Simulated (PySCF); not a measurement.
# C3H3BF2: the cost of one run

Computed with PySCF 2.14.0, with density-fitted response routines of our own, on a single molecule in the gas phase. Atoms count from 0, in the outputs and in this text.

## 1. Starting geometry

9 atoms, charge 0, multiplicity 1; geometry from: GFN2-xTB. The atoms were then displaced at random by about 0.01 Å, so the start is not that level's minimum.

Bonds of the start (Å): F0–B1 1.32, B1–C2 1.53, C2–C3 1.26, C3–F4 1.34, C3–C5 1.47, C5–C2 1.54, B1–H6 1.18, C5–H7 1.08, C5–H8 1.06.

## 2. Relaxing the molecule at PBE0-D3(BJ)/def2-SVP

What the job is given:

```
{"job": {"xc": "PBE0", "basis": "def2-SVP", "d3": "d3bj", "grid": 1, "shake": 0.01, "kind": "geom"}, "charge": 0, "multiplicity": 1}
F      2.482390     0.644480    -0.054900
B      1.661080    -0.380560     0.045520
C      0.143440    -0.171230     0.007730
C     -1.029920    -0.625150     0.055660
F     -1.890620    -1.647110     0.153900
C     -1.016730     0.835800    -0.101130
H      2.180670    -1.430960     0.163080
H     -1.232870     1.476660     0.737710
H     -1.239630     1.280920    -1.041310
```

On the command line:

```bash
> OMP_NUM_THREADS=1 python probes_run.py task.json out
```

The driver reads the jobs from task.json and runs them one after another.

Q: Estimate the wall time and peak memory of this first job on 1 thread of Intel Xeon 6975P-C, shared host.

About 26 s, with a peak of 0.4 GiB.
